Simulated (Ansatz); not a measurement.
# BH₄OPSi: how energies converge with the basis set

Aim: see how fast density functionals converge with the basis set for BH₄OPSi.

Computed with Ansatz 0.2.0, Gaussian basis. Level: one geometry, several basis sets.

Levels to be run: PBE0-D4/def2-SVP; ωB97M-V/def2-SVP; PBE0-D4/def2-QZVPP; ωB97M-V/def2-QZVPP; the functionals' def2-TZVPP values are taken from earlier runs.

## (1) The geometry

All runs share one geometry, relaxed beforehand with PBE0-D4 in a triple-zeta def2 set.

SMILES `B[SiH]1OP1`, 8 atoms, charge 0, spin multiplicity 1.

Atoms are counted from 1 here; the program's logs count them from 0.

Bond lengths: B1–Si2 1.946 Å, B1–H5 1.193 Å, B1–H6 1.194 Å, Si2–O3 1.687 Å, Si2–P4 2.189 Å, Si2–H7 1.480 Å, O3–P4 1.703 Å, P4–H8 1.436 Å. Angles: Si2–B1–H5 118.5°, Si2–B1–H6 121.0°, H5–B1–H6 120.0°, B1–Si2–O3 117.2°, B1–Si2–P4 106.3°, B1–Si2–H7 127.4°, O3–Si2–P4 50.1°, O3–Si2–H7 113.2°, P4–Si2–H7 117.1°, Si2–O3–P4 80.5°, Si2–P4–O3 49.5°, Si2–P4–H8 97.0°, O3–P4–H8 99.0°.

Geometry (Å):

```xyz
8

B    -0.65706    1.20110   -0.30080
Si    0.90746    0.05212   -0.15933
O     1.03086   -0.91497    1.21746
P     0.15207   -1.96945    0.20983
H    -1.43449    1.21954    0.60450
H    -0.90818    1.77720   -1.31642
H     2.18013    0.16995   -0.90570
H    -1.17870   -1.59259    0.59466
```

## (2) PBE0-D4 in def2-SVP

Contents of in.yaml:

```yaml
crystal:
  periodic: [false, false, false]
  atoms:
    - {symbol: B, position_ang: [-0.657061, 1.201100, -0.300797]}
    - {symbol: Si, position_ang: [0.907459, 0.052120, -0.159327]}
    - {symbol: O, position_ang: [1.030862, -0.914972, 1.217456]}
    - {symbol: P, position_ang: [0.152072, -1.969453, 0.209833]}
    - {symbol: H, position_ang: [-1.434486, 1.219544, 0.604505]}
    - {symbol: H, position_ang: [-0.908176, 1.777201, -1.316425]}
    - {symbol: H, position_ang: [2.180128, 0.169955, -0.905703]}
    - {symbol: H, position_ang: [-1.178696, -1.592594, 0.594658]}
basis:
  gaussian: {orbitals: def2-SVP}
hamiltonian: {xc: pbe0, dispersion: d4}
output: {orbitals: {seedname: orbitals}}
```

Command:

```bash
$ ansatz run in.yaml --threads 2 --pin off --events-out ev --progress --plain --max-ram 4352MiB
```

Further steps of the session: ωB97M-V in def2-SVP; PBE0-D4 in def2-QZVPP; ωB97M-V in def2-QZVPP.

Q: Predict the results of all the runs planned. Wanted: PBE0-D4: double and triple zeta above quadruple; ωB97M-V: double and triple zeta above quadruple.

As calculated:

| quantity | value |
| --- | --- |
| PBE0-D4: double and triple zeta above quadruple | 10.32, 0.73 eV |
| ωB97M-V: double and triple zeta above quadruple | 10.40, 0.69 eV |

For PBE0-D4 the step from double to triple zeta gains 9.59 eV and the next only 0.73 eV. Total energies overstate the basis error of differences, where much of it tends to cancel.
